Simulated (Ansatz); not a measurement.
# CaSnI2: the cost of one run

Computed with Ansatz 0.2.0 (DFT PBE, scalar-relativistic, plane waves, PAW, unless a step's input says otherwise).

2 further runs of the same task are left out: 2 that didn't finish.

## 1. Starting point

Symmetry: P4/mmm, No. 123, tetragonal system. Conventional cell: a = 3.599 Å, b = 3.599 Å, c = 6.195 Å, α = 90.00°, β = 90.00°, γ = 90.00°. Ca (site symmetry 4/mmm) has 8 I at 3.09 Å and 2 Sn at 3.10 Å as nearest neighbours. Sn (site symmetry 4/mmm) is surrounded by 8 I at 2.88 Å and 2 Ca at 3.10 Å. I (site symmetry 4mm) has 1 I at 2.70 Å and 4 Sn at 2.88 Å and 4 Ca at 3.09 Å as nearest neighbours.

Coordinates:

```xyz
4
Lattice="3.5990 0.0000 0.0000 0.0000 3.5990 0.0000 0.0000 0.0000 6.1955" Properties=species:S:1:pos:R:3 pbc="T T T"
Ca    0.0000    0.0000    0.0000
Sn    0.0000    0.0000    3.0977
I     1.7995    1.7995    1.7495
I     1.7995    1.7995    4.4460
```

The cell is invented: Sn between sheets of the NdI2 type, stage 1 (P4/mmm, No. 123). Lengths come from tabulated atomic sizes and are only a guess.

## 2. The guess as it stands, on a coarse mesh

The input, input.yaml:

```yaml
crystal:
  lattice:
    - [3.59904176, 0.0, 0.0]
    - [0.0, 3.59904176, 0.0]
    - [0.0, 0.0, 6.19548117]
  atoms:
    - { symbol: Ca, position: [0.0, 0.0, 0.0] }
    - { symbol: Sn, position: [0.0, 0.0, 0.5] }
    - { symbol: I, position: [0.5, 0.5, 0.28237746] }
    - { symbol: I, position: [0.5, 0.5, 0.71762254] }
basis:
  ecutwfc: 420
kpoints:
  mp_grid: { grid: [6, 6, 4] }
hamiltonian:
  xc: pbe
scf:
  occupations: { method: gaussian, width: 0.1 }
  lower_state_search: "off"
output:
  forces: true
  stress: true
  eigenvalues: true
```

Launch:

```console
$ ansatz run input.yaml --threads 1 --pin off --max-ram 2048MiB --backend cpu --events-out ev --progress --plain --runs-dir out
```

Q: Estimate wall time and peak memory on 1 thread of Arm Neoverse N1, shared host.

About 11 s, with a peak of 0.37 GiB.
